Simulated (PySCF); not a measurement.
# C7H9F: the cost of one run

Computed with PySCF 2.14.0 and routines of our own; the level stands in each step. Atoms count from 0.

## 1. The system as given

17 atoms, charge 0, multiplicity 1; geometry from: GFN2-xTB.

## 2. Vibronic structure: TDDFT B3LYP/def2-SVP

The job: settings as JSON, then the geometry in Å.

```
{"job": {"kind": "vib", "xc": "B3LYP", "basis": "def2-SVP", "tda": false}, "charge": 0, "multiplicity": 1}
C     -0.013110    -1.598491     1.477940
C      0.195236    -1.125103     0.259417
C      0.081316     0.295427    -0.106163
C      0.731887     1.314626     0.711315
C      1.636825     1.086476     1.655372
C     -0.612169     0.646200    -1.200659
C     -1.374369    -0.218151    -2.142177
F     -0.688747     1.959036    -1.547907
H     -0.307598    -0.958236     2.292205
H      0.087694    -2.646894     1.702221
H      0.470609    -1.800219    -0.541045
H      0.453563     2.333075     0.474934
H      1.968219     0.093166     1.906693
H      2.082651     1.896973     2.205872
H     -1.382195    -1.248807    -1.806115
H     -2.400704     0.142793    -2.212503
H     -0.936104    -0.159842    -3.139311
```

Level: TDDFT B3LYP/def2-SVP vertical-gradient vibronic structure (displaced harmonic oscillators, Condon), gas phase.

Launch:

```sh
OMP_NUM_THREADS=1 python excited_run.py task.json out
```

This one command runs all jobs of the session in turn.

**Question.** How long does this first job take on 1 thread of Intel Xeon at 2.70GHz, shared host, and how much memory does it need?

About 57 s, with a peak of 0.87 GiB.
